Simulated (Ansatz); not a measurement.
Crystal: ScTaN.

```
Ta Sc N
1.0
     3.08507    0.00000    0.00000
    -1.54253    2.67175    0.00000
     0.00000    0.00000   10.34014
Ta Sc N
2 2 2
Direct
  0.33333 0.66667 0.24563
  0.66667 0.33333 0.75437
  0.00000 0.00000 0.00000
  0.00000 0.00000 0.50000
  0.33333 0.66667 0.62984
  0.66667 0.33333 0.37016
```

The cell comes from a database or a generator and needn't be the stable form of this composition.

Base run:

* Program: Ansatz 0.2.0
* Functional: PBEsol
* Potentials or basis: Ansatz PAW
* Cutoff: 420 eV
* Density cutoff: 1680 eV
* k mesh: 10 × 10 × 3
* Occupations: fermi-dirac, width 0.05 eV
* Spin: no spin polarisation

Its results: band gap on the k mesh none (metal or under the smearing width); pressure -6.6 GPa; largest force 0.330 eV/Å.

Question: The run is repeated on the same cell with these changes: functional from PBEsol to LDA. What comes out?

Answer: Band gap on the k mesh none (metal or under the smearing width); pressure -11.5 GPa; largest force 0.517 eV/Å.

LDA binds more tightly than PBEsol, so the same cell stands under less pressure.

Caveats: the PAW data sets come from PBE, with cores solved anew for the run's functional, which leaves a small shift of forces and pressure.

Not every run made on this cell is shown here.
